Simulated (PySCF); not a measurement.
# C₇H₁₁FO: magnetic properties

What do calculations give for the magnetic properties of C₇H₁₁FO (`CC[C@@H]1COC=C[C@H]1F`)?

Computed with PySCF 2.14.0 and routines of our own; the level stands in each step. Atoms count from 0.

## 1. The starting structure

20 atoms, charge 0, multiplicity 1; geometry from: GFN2-xTB.

## 2. Magnetic properties: GIAO B3LYP/pcSseg-1

Job settings and geometry (Å):

```
{"job": {"kind": "mag", "xc": "B3LYP", "basis": "pcSseg-1", "isotopologues": 0}, "charge": 0, "multiplicity": 1}
C      2.548661     0.430853    -0.528001
C      1.530688    -0.444467     0.193632
C      0.082226    -0.134081    -0.189846
C     -0.388296     1.222943     0.333347
O     -1.707214     1.549542    -0.069308
C     -2.589042     0.525728    -0.073282
C     -2.296556    -0.748971     0.149400
C     -0.880978    -1.190614     0.364323
F     -0.668654    -2.397277    -0.284074
H      2.407928     0.370899    -1.604662
H      2.461880     1.471089    -0.224526
H      3.556522     0.095064    -0.296365
H      1.649548    -0.330905     1.274185
H      1.723612    -1.489966    -0.056212
H     -0.014213    -0.144701    -1.281271
H     -0.340998     1.228563     1.432079
H      0.237522     2.030375    -0.050204
H     -3.590618     0.875998    -0.274462
H     -3.054683    -1.511185     0.129409
H     -0.672484    -1.398210     1.425536
```

Level: GIAO B3LYP/pcSseg-1 magnetisability, rotational g tensor and spin-rotation constants, non-relativistic, gas phase.

The run is started by

```
OMP_NUM_THREADS=1 python excited_run.py task.json out
```

One launch serves the whole session: the jobs run in the order shown.

The log of the run:

```text
coarse grid: 16600 points
cycle   1  E = -448.1730786320  dE =  1.197e+00  |g| = 7.571e-01  |ddm| = 3.948e+00
cycle   2  E = -448.0810621726  dE =  9.202e-02  |g| = 1.077e+00  |ddm| = 1.433e+00
cycle   3  E = -448.2763905408  dE = -1.953e-01  |g| = 1.466e-01  |ddm| = 9.004e-01
cycle   4  E = -448.2800368377  dE = -3.646e-03  |g| = 6.370e-02  |ddm| = 1.565e-01
cycle   5  E = -448.2809031637  dE = -8.663e-04  |g| = 1.937e-02  |ddm| = 6.504e-02
cycle   6  E = -448.2809837096  dE = -8.055e-05  |g| = 5.649e-03  |ddm| = 2.173e-02
cycle   7  E = -448.2809905200  dE = -6.810e-06  |g| = 9.314e-04  |ddm| = 5.454e-03
final grid: 160360 points
cycle   8  E = -448.3695753238  dE = -5.514e-05  |g| = 9.234e-03  |ddm| = 3.170e-02
cycle   9  E = -448.3695554855  dE =  1.984e-05  |g| = 1.390e-02  |ddm| = 1.766e-02
cycle  10  E = -448.3695929878  dE = -3.750e-05  |g| = 1.666e-03  |ddm| = 1.100e-02
cycle  11  E = -448.3695935340  dE = -5.461e-07  |g| = 3.948e-04  |ddm| = 1.645e-03
cycle  12  E = -448.3695935610  dE = -2.708e-08  |g| = 1.917e-04  |ddm| = 5.019e-04
cycle  13  E = -448.3695935686  dE = -7.539e-09  |g| = 2.924e-05  |ddm| = 1.774e-04
cycle  14  E = -448.3695935687  dE = -1.627e-10  |g| = 1.071e-05  |ddm| = 3.427e-05
converged SCF energy = -448.3695935687

Magnetisability tensor (1e-30 J/T^2)
    -1348.30        7.61        7.88
        7.61    -1334.93      -19.68
        7.88      -19.68    -1366.19
isotropic -1349.81   principal values   -1379.22  -1345.33  -1324.88
isotropic susceptibility -81.287 1e-6 cm^3/mol

Inertial axes            a          b          c
rot. const./GHz      2.2314     1.3977     0.9152
chi total           -81.280    -80.409    -82.174
chi diamagnetic    -627.540  -1006.767  -1419.500
chi paramagnetic    546.260    926.358   1337.326
quadrupole/D A        6.477     -7.774      1.297
g nuclear            0.5505     0.5993     0.5676
g electronic        -0.5726    -0.6083    -0.5750
g total             -0.0221    -0.0089    -0.0074

Spin-rotation constants (kHz, H = +C I.J)
atom  isotope        aa         bb         cc
  8    19F        1.375      0.745      0.321
  9     1H       -0.241     -0.166      0.019
 10     1H       -0.238      0.016     -0.098
 11     1H        0.016     -0.143     -0.094
 12     1H       -0.235     -0.168      0.018
 13     1H       -0.208      0.026     -0.097
 14     1H       -0.243     -0.169      0.035
 15     1H       -0.253     -0.142      0.049
 16     1H       -0.119     -0.006     -0.082
 17     1H        0.169     -0.130     -0.087
 18     1H       -0.012     -0.005     -0.115
 19     1H       -0.207     -0.138      0.054
  0    13C*       0.322      0.210      0.122
  1    13C*       0.358      0.244      0.140
  2    13C*       0.467      0.298      0.142
  3    13C*       0.419      0.367      0.216
  4    17O*      -0.511     -0.234     -0.057
  5    13C*       1.109      0.468      0.212
  6    13C*       0.873      0.421      0.157
  7    13C*       0.654      0.336      0.234
* in the singly substituted isotopologue
```

It took 35 s on 1 thread of Arm Neoverse V2, shared host; peak memory 1 GiB.

From this job:

| quantity | value |
| --- | --- |
| magnetisability | -1350·10⁻³⁰ J/T² |
| molar susceptibility | -81.3·10⁻⁶ cm³/mol |
| rotational g (a, b, c) | -0.0221, -0.0089, -0.0074 |

## 3. Magnetic properties: GIAO PBE/cc-pVDZ

Settings changed since step 2:

```diff
@@ -1,2 +1,2 @@
-{"job": {"kind": "mag", "xc": "B3LYP", "basis": "pcSseg-1", "isotopologues": 0}, "charge": 0, "multiplicity": 1}
+{"job": {"kind": "mag", "xc": "PBE", "basis": "cc-pVDZ"}, "charge": 0, "multiplicity": 1}
 C      2.548661     0.430853    -0.528001
```

Method: GIAO PBE/cc-pVDZ magnetisability, rotational g tensor and spin-rotation constants, non-relativistic, gas phase.

The log of the run:

```text
coarse grid: 16600 points
cycle   1  E = -447.7184792707  dE =  1.048e+00  |g| = 7.978e-01  |ddm| = 8.614e+00
cycle   2  E = -447.5063351478  dE =  2.121e-01  |g| = 1.320e+00  |ddm| = 3.413e+00
cycle   3  E = -447.8470417659  dE = -3.407e-01  |g| = 2.268e-01  |ddm| = 2.022e+00
cycle   4  E = -447.8567023385  dE = -9.661e-03  |g| = 9.651e-02  |ddm| = 4.229e-01
cycle   5  E = -447.8586573987  dE = -1.955e-03  |g| = 3.712e-02  |ddm| = 1.719e-01
cycle   6  E = -447.8590056193  dE = -3.482e-04  |g| = 8.384e-03  |ddm| = 6.631e-02
cycle   7  E = -447.8590217227  dE = -1.610e-05  |g| = 2.493e-03  |ddm| = 1.530e-02
cycle   8  E = -447.8590231904  dE = -1.468e-06  |g| = 5.031e-04  |ddm| = 4.682e-03
final grid: 160360 points
cycle   9  E = -447.8790256966  dE = -1.813e-05  |g| = 2.189e-02  |ddm| = 1.060e-01
cycle  10  E = -447.8787148294  dE =  3.109e-04  |g| = 4.451e-02  |ddm| = 9.218e-02
cycle  11  E = -447.8791189781  dE = -4.041e-04  |g| = 7.662e-03  |ddm| = 6.132e-02
cycle  12  E = -447.8791332628  dE = -1.428e-05  |g| = 1.546e-03  |ddm| = 1.253e-02
cycle  13  E = -447.8791338096  dE = -5.468e-07  |g| = 4.088e-04  |ddm| = 2.835e-03
cycle  14  E = -447.8791338486  dE = -3.903e-08  |g| = 5.859e-05  |ddm| = 6.465e-04
cycle  15  E = -447.8791338494  dE = -7.665e-10  |g| = 2.315e-05  |ddm| = 1.306e-04
converged SCF energy = -447.8791338494

Magnetisability tensor (1e-30 J/T^2)
    -1318.06       10.61        6.15
       10.61    -1314.59      -19.92
        6.15      -19.92    -1360.42
isotropic -1331.03   principal values   -1369.64  -1320.65  -1302.79
isotropic susceptibility -80.156 1e-6 cm^3/mol

Inertial axes            a          b          c
rot. const./GHz      2.2314     1.3977     0.9152
chi total           -79.458    -79.177    -81.833
chi diamagnetic    -624.597  -1005.513  -1416.953
chi paramagnetic    545.138    926.336   1335.120
quadrupole/D A        5.297     -6.086      0.789
g nuclear            0.5505     0.5993     0.5676
g electronic        -0.5715    -0.6082    -0.5741
g total             -0.0210    -0.0089    -0.0064

Spin-rotation constants (kHz, H = +C I.J)
atom  isotope        aa         bb         cc
  8    19F        1.422      0.752      0.306
  9     1H       -0.244     -0.167      0.020
 10     1H       -0.240      0.018     -0.099
 11     1H        0.020     -0.145     -0.095
 12     1H       -0.234     -0.168      0.020
 13     1H       -0.209      0.030     -0.096
 14     1H       -0.245     -0.167      0.036
 15     1H       -0.253     -0.139      0.052
 16     1H       -0.117     -0.004     -0.081
 17     1H        0.170     -0.130     -0.087
 18     1H       -0.011     -0.005     -0.117
 19     1H       -0.204     -0.135      0.056
  0    13C*       0.276      0.182      0.103
  1    13C*       0.316      0.217      0.124
  2    13C*       0.421      0.271      0.128
  3    13C*       0.367      0.332      0.195
  4    17O*      -0.498     -0.233     -0.055
  5    13C*       0.975      0.420      0.186
  6    13C*       0.768      0.384      0.136
  7    13C*       0.591      0.304      0.213
* in the singly substituted isotopologue
```

Wall time 43 s (1 thread of Arm Neoverse V2, shared host); peak memory 0.75 GiB.

In short:

| quantity | value |
| --- | --- |
| magnetisability | -1331·10⁻³⁰ J/T² |
| molar susceptibility | -80.2·10⁻⁶ cm³/mol |
| rotational g (a, b, c) | -0.0210, -0.0089, -0.0064 |

## 4. Magnetic properties side by side

| level | ξ (10⁻³⁰ J/T²) | g(a) | g(b) | gap (eV) | functions | time |
| --- | --- | --- | --- | --- | --- | --- |
| GIAO B3LYP/pcSseg-1 | -1350 | -0.0221 | -0.0089 | 6.74 | 208 | 35 s |
| GIAO PBE/cc-pVDZ | -1331 | -0.0210 | -0.0089 | 4.96 | 181 | 43 s |

## 5. What came out

| quantity | value |
| --- | --- |
| magnetisability (step 2, GIAO B3LYP/pcSseg-1) | -1350·10⁻³⁰ J/T² |
| molar susceptibility (step 2, GIAO B3LYP/pcSseg-1) | -81.3·10⁻⁶ cm³/mol |
| rotational g (a, b, c) (step 2, GIAO B3LYP/pcSseg-1) | -0.0221, -0.0089, -0.0074 |
| magnetisability over the levels | -1350 to -1331·10⁻³⁰ J/T² |

In words: The magnetisability spreads by 1.4 % over 2 levels of like cost. Two levels can agree by chance, so this spread shows no convergence. Vibrational averaging and real surroundings are missing from these values.
